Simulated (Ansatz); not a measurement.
## CsLiCr2Te2S3: band structure with r2SCAN

The system is CsLiCr2Te2S3.

```
CELL_PARAMETERS angstrom
3.60358 0.00000 0.00000
-1.80179 3.12079 0.00000
0.00000 0.00000 19.06651
ATOMIC_POSITIONS crystal
Cs 0.00000 0.00000 0.37399
Li 0.66667 0.33333 0.01607
Cr 0.00000 0.00000 0.86637
Cr 0.33333 0.66667 0.16833
Te 0.33333 0.66667 0.53891
Te 0.66667 0.33333 0.77276
S 0.00000 0.00000 0.10030
S 0.33333 0.66667 0.92920
S 0.66667 0.33333 0.23408
```

The cell was built by a generator and needn't be a form met in nature.

| Item | Value |
| --- | --- |
| Program | Ansatz 0.2.0 |
| Task | band structure |
| Functional | r2SCAN |
| Potentials or basis | Ansatz PAW |
| Cutoff | 500 eV (not typed: the program's choice for these potentials) |
| k mesh | 9 × 9 × 2 |
| Occupations | fermi-dirac, width 0.05 eV |
| Spin | collinear spin, ferromagnetic start |
| Starting moments | [0.0, 0.0, 3.0, 3.0, 0.0, 0.0, 0.0, 0.0, 0.0] μB |
| Path | [["G", "M", "K", "G", "A", "L", "H", "A"], ["L", "M"], ["K", "H"]] |
| Points for each segment of the path | 10 |

| Quantity | Value |
| --- | --- |
| Pressure | 0.2 GPa |
| Largest force | 0.234 eV/Å |
| Band gap on the k mesh | none (metal or under the smearing width) |
| Net moment | 5.63 μB per cell |
| Absolute moment | 7.19 μB per cell |
| Site moments | Cs -0.00; Li -0.01; Cr +2.79, +2.82; Te -0.15, -0.16; S -0.06, -0.07 μB |

Forces in eV/Å, atoms in the order of the input:
```
Cs   0.000  0.000 -0.009
Li   0.000  0.000  0.007
Cr   0.000  0.000 -0.215
Cr   0.000  0.000 -0.050
Te   0.000  0.000  0.036
Te   0.000  0.000 -0.065
S    0.000  0.000 -0.070
S    0.000  0.000  0.234
S    0.000  0.000  0.132
```

Stress tensor (GPa, compression positive):
```
0.09 0.00 0.00
0.00 0.09 0.00
0.00 0.00 0.33
```

Levels at the corners of the path, in eV from the Fermi level:
Spin up:
```
point  band 45  band 46  band 47  band 48  band 49  band 50  band 51  band 52
    Γ    -0.57     0.64     0.64     1.84     1.94     1.94     2.43     2.43
    M    -1.61    -1.23    -0.91    -0.87     0.74     1.21     1.58     1.74
    K    -1.49    -1.44    -1.13    -0.92    -0.70     1.07     1.16     1.39
    Γ    -0.57     0.64     0.64     1.84     1.94     1.94     2.43     2.43
    A    -0.61     0.64     0.64     1.84     1.94     1.94     2.43     2.43
    L    -1.61    -1.22    -0.91    -0.87     0.74     1.21     1.57     1.74
    H    -1.49    -1.44    -1.13    -0.93    -0.69     1.06     1.17     1.38
    A    -0.61     0.64     0.64     1.84     1.94     1.94     2.43     2.43
    L    -1.61    -1.22    -0.91    -0.87     0.74     1.21     1.57     1.74
    M    -1.61    -1.23    -0.91    -0.87     0.74     1.21     1.58     1.74
    K    -1.49    -1.44    -1.13    -0.92    -0.70     1.07     1.16     1.39
    H    -1.49    -1.44    -1.13    -0.93    -0.69     1.06     1.17     1.38
```
Spin down:
| point | band 38 | band 39 | band 40 | band 41 | band 42 | band 43 | band 44 | band 45 | band 46 | band 47 |
| --- | --- | --- | --- | --- | --- | --- | --- | --- | --- | --- |
| Γ | -1.11 | -1.11 | 0.99 | 0.99 | 1.68 | 1.68 | 1.75 | 2.01 | 2.01 | 2.19 |
| M | -2.69 | -2.66 | -1.82 | -0.98 | -0.75 | 0.51 | 0.92 | 1.50 | 1.74 | 2.44 |
| K | -2.74 | -2.71 | -2.60 | -2.49 | -1.76 | -0.76 | 2.05 | 2.43 | 2.51 | 2.56 |
| Γ | -1.11 | -1.11 | 0.99 | 0.99 | 1.68 | 1.68 | 1.75 | 2.01 | 2.01 | 2.19 |
| A | -1.11 | -1.11 | 0.99 | 0.99 | 1.68 | 1.68 | 1.76 | 2.01 | 2.01 | 2.19 |
| L | -2.69 | -2.66 | -1.82 | -0.97 | -0.75 | 0.51 | 0.91 | 1.51 | 1.73 | 2.44 |
| H | -2.72 | -2.71 | -2.62 | -2.48 | -1.76 | -0.76 | 2.05 | 2.43 | 2.51 | 2.56 |
| A | -1.11 | -1.11 | 0.99 | 0.99 | 1.68 | 1.68 | 1.76 | 2.01 | 2.01 | 2.19 |
| L | -2.69 | -2.66 | -1.82 | -0.97 | -0.75 | 0.51 | 0.91 | 1.51 | 1.73 | 2.44 |
| M | -2.69 | -2.66 | -1.82 | -0.98 | -0.75 | 0.51 | 0.92 | 1.50 | 1.74 | 2.44 |
| K | -2.74 | -2.71 | -2.60 | -2.49 | -1.76 | -0.76 | 2.05 | 2.43 | 2.51 | 2.56 |
| H | -2.72 | -2.71 | -2.62 | -2.48 | -1.76 | -0.76 | 2.05 | 2.43 | 2.51 | 2.56 |

It took 53 s on 1 × NVIDIA H100 80GB HBM3 with 2 threads of AMD EPYC 7R13 Processor (Zen 3), on a shared host, peak memory 1.6 GiB.

Caveat: the magnetic or orbital state may not be the lowest; spin-orbit coupling is left out, which moves the levels of the heavy elements; only a ferromagnetic start was run, and an antiferromagnetic order may lie lower in energy; the PAW data sets come from PBE, with cores solved anew for the run's functional, which leaves a small shift of forces and pressure. With open d or f shells a metallic result of r2SCAN can be an artefact of self-interaction; +U or a hybrid may open a gap.
